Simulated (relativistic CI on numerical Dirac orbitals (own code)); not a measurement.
# V⁺: L-alpha,beta emission multiplets

Aim: the L-alpha,beta emission spectrum of V⁺ in 3 surroundings, from the same atomic integrals.

The numbers are computed with relativistic CI on numerical Dirac orbitals (own code) version 1 (Dirac-Coulomb-Breit CI, KLI orbitals optimised for each configuration, model QED (radiative potential, 1s self-energy scaled to tabulated hydrogen-like ionisation energies), valence Slater integrals scaled by 0.9, multiplet model of X-ray emission after core ionisation in a parametric crystal field), except any that are marked as measured or tabulated.

## (1) The system

```
ion            : V⁺ (V II)
nuclear charge : 23
electrons      : 22
configurations : [Ar] 3d4 → [He] 2s2 2p5 3s2 3p6 3d4 → [Ar] 3d3
temperature    : 300 K
widths         : Lorentz 0.6 eV, Gauss 0.5 eV
surrounding 1  : D3d, 10Dq = 14900, Dsigma = -1060, Dtau = 60 cm⁻¹
surrounding 2  : D3d, 10Dq = 18250, Dsigma = 270, Dtau = 220 cm⁻¹
surrounding 3  : Td, 10Dq = -1800 cm⁻¹
```

## (2) Surrounding 1: D3d, 10Dq = 14900, Dsigma = -1060, Dtau = 60

Settings of the run:

```ini
atom V  Z=23  charge=1  electrons=22
nucleus A=51  rms_radius_fm=3.6002
hamiltonian dirac-coulomb  breit=on  qed=on  c_scale=1
orbitals kli  potential=per-configuration
slater_scale 0.9
correlation none
mixing on
configurations
  [Ar] 3d4
  [He] 2s2 2p5 3s2 3p6 3d4
  [Ar] 3d3
end
emission L-alpha,beta T=300 lorentz=0.6 gauss=0.5
crystal_field D3d 10Dq=14900 Dsigma=-1060 Dtau=60
```

## (3) Surrounding 2: D3d, 10Dq = 18250, Dsigma = 270, Dtau = 220

The settings differ from step 2 so:

```diff
@@ -13,2 +13,2 @@
 emission L-alpha,beta T=300 lorentz=0.6 gauss=0.5
-crystal_field D3d 10Dq=14900 Dsigma=-1060 Dtau=60
+crystal_field D3d 10Dq=18250 Dsigma=270 Dtau=220
```

## (4) Surrounding 3: Td, 10Dq = -1800

The settings differ from step 3 so:

```diff
@@ -13,2 +13,2 @@
 emission L-alpha,beta T=300 lorentz=0.6 gauss=0.5
-crystal_field D3d 10Dq=18250 Dsigma=270 Dtau=220
+crystal_field Td 10Dq=-1800
```

(Steps that only read results are left out.)

**Question.** What will these runs give? Wanted: highest peak, first run; ground spin.

As calculated:

| surrounding | ground S | centroid (eV) | spread (eV) | up to four highest peaks (% of the highest), eV |
| --- | --- | --- | --- | --- |
| 1: D3d | 1.96 | 517.15 | 3.07 | 515.3 (78), 516.7 (100), 519.3 (74), 522.4 (39) |
| 2: D3d | 1.00 | 516.58 | 3.10 | 514.1 (82), 515.1 (85), 517.0 (100), 519.3 (79) |
| 3: Td | 2.00 | 518.15 | 2.97 | 516.3 (50), 518.6 (66), 520.1 (100), 521.2 (64) |

| quantity | value |
| --- | --- |
| highest peak, first run | 516.7 eV |
| ground spin (effective S from ⟨S²⟩) | 1.00 to 2.00 |

In words: The ground spin changes between the runs (2.00 to 1.00), and the line shape with it. The position of the maximum differs by up to 3.4 eV between the surroundings, by shifts of peaks or by peaks exchanging rank. Photon energies are those of the free ion; lines in solids lie some eV away, more where the ion's charge is far from that in the solid.
